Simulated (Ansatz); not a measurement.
**Ta: single point in Python**

Program: Ansatz 0.2.0, driven from Python. Level of theory: DFT PBEsol, plane waves, PAW. These are calculated values, not measurements.

## (1) The system

It takes space group P-1 (No. 2, triclinic). The conventional cell has a = 2.781 Å, b = 2.954 Å, c = 5.491 Å, α = 88.76°, β = 89.71°, γ = 62.10°. Around Ta (site symmetry 1) lie 9 Ta at 2.78 to 3.13 Å.

No structure file is read: the coordinates are typed or built in the script.

## (2) Script

Contents of ta.py:

```python
# -*- coding: utf-8 -*-
"""Single point of Ta, distorted."""

from pathlib import Path
import warnings

import ansatz as az
import numpy as np

warnings.simplefilter("ignore", az.DeckWarning)

system = (
    az.Lattice.of((2.78137, -0.00467, 0.00741), (-1.39473, 2.61264, 0.02515), (0.01319, 0.05934, 5.49087))
    .atom("Ta", (0.6852, 0.33022, 0.76691))
    .atom("Ta", (0.32954, 0.66705, 0.24284))
)

# the calculation
setup = system.calculation()
setup = setup.basis(38 * az.Ry)
setup = setup.functional("pbesol")
setup = setup.occupations("cold", width=0.1)
setup = setup.kpoints(7, 7, 3, center="gamma")
setup = setup.density_of_states(method="smearing", broadening_width=0.2, nscf_kmesh_spacing=0.3)
setup = setup.band_table().potential_components()
def show(event):
    row = event["data"]
    if event["event"] == "scf_iter" and row.get("harris_foulkes_ev") is not None:
        print(f"  iteration {row['iter']:3d}  Harris-Foulkes {row['harris_foulkes_ev']:.5f} eV  residual {row['dr2_ev']:.2e}")


done = setup.session().plan().execute(on_event=show)
rep = done.report

print(f"free energy      {rep['free_energy_ev']:.5f} eV")
print(f"per atom         {rep['free_energy_ev'] / len(done.lattice.sites):.5f} eV")
print(f"SCF iterations   {rep['n_iterations']}  (converged: {rep['converged']})")

dos = done.density_of_states()
energy = np.asarray(dos.energies_ev) - dos.fermi_ev
top = min(levels[-1] for levels in rep["eigenvalues_ev"]) - dos.fermi_ev  # the computed bands end here
for spin, channel in enumerate(dos.channels):
    g = np.asarray(channel.g_bin_mean_per_ev)
    peak = np.where(np.abs(energy) < 8, g, 0).argmax()
    print(f"channel {spin}: g(E_F) = {np.interp(0.0, energy, g):.3f} states/eV, highest peak within 8 eV {g[peak]:.2f} at {energy[peak]:.2f} eV")
grid = np.arange(-6, min(6, top), 0.5)
columns = [grid] + [np.interp(grid, energy, ch.g_bin_mean_per_ev) for ch in dos.channels]
np.savetxt("dos_ta.dat", np.column_stack(columns), fmt="%.3f", header="E-EF (eV), states/eV by channel")

folder = Path(done.write_results("parts"))
text = (folder / "v_comp_z.tsv").read_text().splitlines()
rows = np.array([line.split() for line in text if not line.startswith("#")], dtype=float)
print(text[0])
print(np.array2string(rows[:: max(len(rows) // 12, 1)], precision=3, suppress_small=True))
```

## (3) The calls as engine input

The package turns the script's settings into the engine's input:

```yaml
crystal:
  lattice:
    - [2.78137, -0.00467, 0.00741]
    - [-1.39473, 2.61264, 0.02515]
    - [0.01319, 0.05934, 5.49087]
  atoms:
    - { symbol: Ta, position: [0.6852, 0.33022, 0.76691] }
    - { symbol: Ta, position: [0.32954, 0.66705, 0.24284] }
basis:
  ecutwfc: 517.016338673772
kpoints:
  mp_grid:
    grid: [7, 7, 3]
    shift: [0.0, 0.0, 0.0]
hamiltonian:
  xc: pbesol
scf:
  occupations:
    method: cold
    width: 0.1
output:
  write_potential_components: true
  dos:
    method:
      smearing:
        sigma: 0.2
    nscf_kmesh:
      kspacing: 0.3
  eigenvalues: true
```

## (4) Launch

Launch:

```sh
python ta.py
```

Q: Estimate wall time and peak memory on 1 thread of Arm Neoverse V1, shared host.

About 6.7 s, with a peak of 0.4 GiB.
